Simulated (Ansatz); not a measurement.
# SnH4 (SnH4): an energy map over bond length Sn1–H2 and bond length Sn1–H3

A grid of calculations on SnH4 (H₄Sn), to see where the energy is lowest and how it rises around there.

Program: Ansatz 0.2.0. Level of theory: RKS r2SCAN-D4/def2-TZVP. These are calculated values, not measurements.

## 1. Starting geometry

5 atoms, charge 0, spin multiplicity 1.

Atoms are counted from 1 here; the program's logs count them from 0.

Bond lengths: Sn1–H2 1.723 Å, Sn1–H3 1.723 Å, Sn1–H4 1.723 Å, Sn1–H5 1.723 Å. Angles: H2–Sn1–H3 109.4°, H2–Sn1–H4 109.5°, H2–Sn1–H5 109.5°, H3–Sn1–H4 109.5°, H3–Sn1–H5 109.5°, H4–Sn1–H5 109.5°.

Geometry (Å):

```xyz
5
H4Sn
Sn   -0.0003    0.0001   -0.0001
H     0.0117   -0.0192    1.7225
H     1.6203    0.0112   -0.5842
H    -0.8199    1.4106   -0.5538
H    -0.8118   -1.4027   -0.5844
```

This geometry comes from a loose relaxation at PBE in a small basis, which is not shown.

## 3. The grid

First coordinate, bond length Sn1–H2: 15 values from 1.464 to 2.383 Å. Second coordinate, bond length Sn1–H3: 15 values from 1.464 to 2.383 Å.

Nothing else is relaxed (all other coordinates rigid). Energies count from the relaxed molecule at the same level.

(The set-up runs are not shown.)

## 4. Grid point bond length Sn1–H2 = 1.661 Å, bond length Sn1–H3 = 2.383 Å

input.yaml

```yaml
crystal:
  periodic: [false, false, false]
  atoms:
    - { symbol: Sn, position_ang: [2.5e-05, -7.0e-06, 2.0e-06] }
    - { symbol: H, position_ang: [0.010773, -0.018248, 1.660868] }
    - { symbol: H, position_ang: [2.241509, 0.015392, -0.808824] }
    - { symbol: H, position_ang: [-0.810221, 1.393772, -0.546936] }
    - { symbol: H, position_ang: [-0.802205, -1.386056, -0.577543] }
basis:
  gaussian: { orbitals: def2-TZVP }
hamiltonian:
  xc: r2scan
  dispersion: d4
output:
  forces: true
```

The run is started by

```
> ansatz run input.yaml --threads 1 --pin off --max-ram 2560MiB --backend cpu --events-out ev --progress --plain --runs-dir out
```

The session goes on with these runs: all other points of the grid.

**Question.** What will these runs give? Wanted: lowest point; highest computed point; largest force on an atom.

The runs gave:

| quantity | value |
| --- | --- |
| lowest point | bond length Sn1–H2 = 1.727 Å, bond length Sn1–H3 = 1.727 Å, 0.8 kJ/mol |
| highest computed point | bond length Sn1–H2 = 2.383 Å, bond length Sn1–H3 = 2.383 Å, 274 kJ/mol above the lowest |
| largest force on an atom (eV/Å) | 0.4 at bond length Sn1–H2 = 1.727 Å, bond length Sn1–H3 = 1.727 Å to 6.5 at bond length Sn1–H2 = 1.464 Å, bond length Sn1–H3 = 2.252 Å; 0.4 at the lowest point |
| time for the whole task | 90 s on 1 thread, shared host |

In words: The lowest computed point is at bond length Sn1–H2 = 1.727 Å, bond length Sn1–H3 = 1.727 Å, 0.8 kJ/mol from the relaxed molecule at the same level. No other kind of well shows on this grid. The highest computed point, bond length Sn1–H2 = 2.383 Å, bond length Sn1–H3 = 2.383 Å, lies 274 kJ/mol above the lowest. Round the minimum the two coordinates are nearly uncoupled.
